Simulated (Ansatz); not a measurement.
# CH₅NSSi, SMILES CS[Si]N: energies of removing a hydrogen

Computed with Ansatz's Python interface.

`run_bde.py`
```python
'''Cost of removing each kind of hydrogen from CH5NSSi, fragments frozen.'''

import ansatz as az


def energy_of(molecule, charge=0, unpaired=0):
    calc = (
        molecule.calculation()
        .basis(gaussian='pcseg-2')
        .functional('pbe0', dispersion='d4')
    )
    if charge:
        calc = calc.charge(charge)
    if unpaired:
        calc = calc.spin('collinear', total=unpaired)
    report = calc.run(threads=1).report
    if report['published_state_doubts']:
        print('  doubts:', report['published_state_doubts'])
    return report['free_energy_ev']

def without(molecule, index):
    rest = az.Crystal.molecule()
    for i, site in enumerate(molecule.cartesian_sites):
        if i != index:
            rest = rest.atom(site.symbol, site.position_ang)
    return rest

molecule = (
    az.Crystal.molecule()
    .atom('C', (-0.4995, 0.4535, -1.7489))
    .atom('S', (0.1769, 0.7361, -0.1269))
    .atom('Si', (-0.0784, -1.1621, 0.8106))
    .atom('N', (0.7281, -0.8643, 2.3448))
    .atom('H', (-0.4749, 1.4242, -2.3443))
    .atom('H', (-1.6039, 0.2409, -1.679))
    .atom('H', (0.0129, -0.2786, -2.3079))
    .atom('H', (1.6471, -0.5258, 2.2072))
    .atom('H', (0.1802, -0.0702, 2.8273))
)

whole = energy_of(molecule, 0)
hydrogen = energy_of(az.Crystal.molecule().atom('H', (0, 0, 0)), 0, 1)
print(f'E(molecule) = {whole:.5f} eV, E(H) = {hydrogen:.5f} eV')
for index in [6, 8]:
    radical = energy_of(without(molecule, index), 0, 1)
    print(f'H{index}: homolysis {96.485332 * (radical + hydrogen - whole):.1f} kJ/mol')
    anion = energy_of(without(molecule, index), -1)
    print(f'H{index}: loss of a proton {96.485332 * (anion - whole):.1f} kJ/mol')
```

```console
$ python run_bde.py
E(molecule) = -21313.45319 eV, E(H) = -13.63914 eV
H6: homolysis 454.7 kJ/mol
H6: loss of a proton 1659.5 kJ/mol
H8: homolysis 418.8 kJ/mol
H8: loss of a proton 1544.8 kJ/mol
```

What to keep in mind:
- Total energies depend on the basis set; only differences at equal settings carry meaning.
- The geometry is a force-field or estimated start, not a minimum of this method, and the basis set is short of its limit. All parts are taken at fixed geometry, without zero-point energy.
- Anions want diffuse functions, which this basis lacks.
- Finished in 48 s on 1 thread of Arm Neoverse V1, on a shared host, peak memory 0.52 GiB.

(Lines on the test bed's own set-up are left out of the output.)
